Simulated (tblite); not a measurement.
# C5H11BOSi: the cost of one run

Computed with tblite 0.8.0 and PySCF 2.14.0, with density-fitted response routines of our own, on a single molecule in the gas phase. Atoms count from 0, in the outputs and in this text.

**1. The starting structure**

19 atoms, charge 0, multiplicity 1; geometry from: force field or distance geometry start.

Bonds of the start (Å): B0–C1 1.60, C1–C2 1.32, C2–O3 1.40, O3–Si4 1.70, Si4–C5 1.83, C5–C6 1.48, C5–C7 1.52, Si4–C1 1.79, B0–H8 1.19, B0–H9 1.18, C2–H10 1.07, Si4–H11 1.49, C5–H12 1.13, C6–H13 1.11, C6–H14 1.13, C6–H15 1.13, C7–H16 1.10, C7–H17 1.11, C7–H18 1.10.

**2. Geometry optimisation with GFN2-xTB**

What the job is given:

```
{"job": {"kind": "relax", "xc": "GFN2-xTB", "basis": "xTB"}, "charge": 0, "multiplicity": 1}
B      2.648400    -0.933300     0.458800
C      1.822400     0.407500     0.185700
C      2.022300     1.653200     0.586600
O      0.910400     2.230600    -0.044500
Si     0.324700     0.786900    -0.721800
C     -1.304900     0.213400    -0.125400
C     -1.303600    -0.702100     1.041200
C     -1.988600    -0.468500    -1.301700
H      3.782600    -0.961900     0.108800
H      2.252000    -1.501900     1.419300
H      2.785200     2.093800     1.192900
H      0.462400     0.697900    -2.204900
H     -1.958600     1.094500     0.127500
H     -0.509900    -1.471500     1.060000
H     -1.285200    -0.061400     1.972300
H     -2.271200    -1.282000     1.074300
H     -1.189400    -0.951700    -1.888300
H     -2.416800     0.314500    -1.962500
H     -2.791800    -1.148800    -0.985600
```

On the command line:

```sh
$ OMP_NUM_THREADS=1 python probes_run.py task.json out
```

This one command runs all jobs of the session in turn.

Q: Estimate the wall time and peak memory of this first job on 1 thread of Arm Neoverse N1, shared host.

About 2.2 s, with a peak of 0.18 GiB.
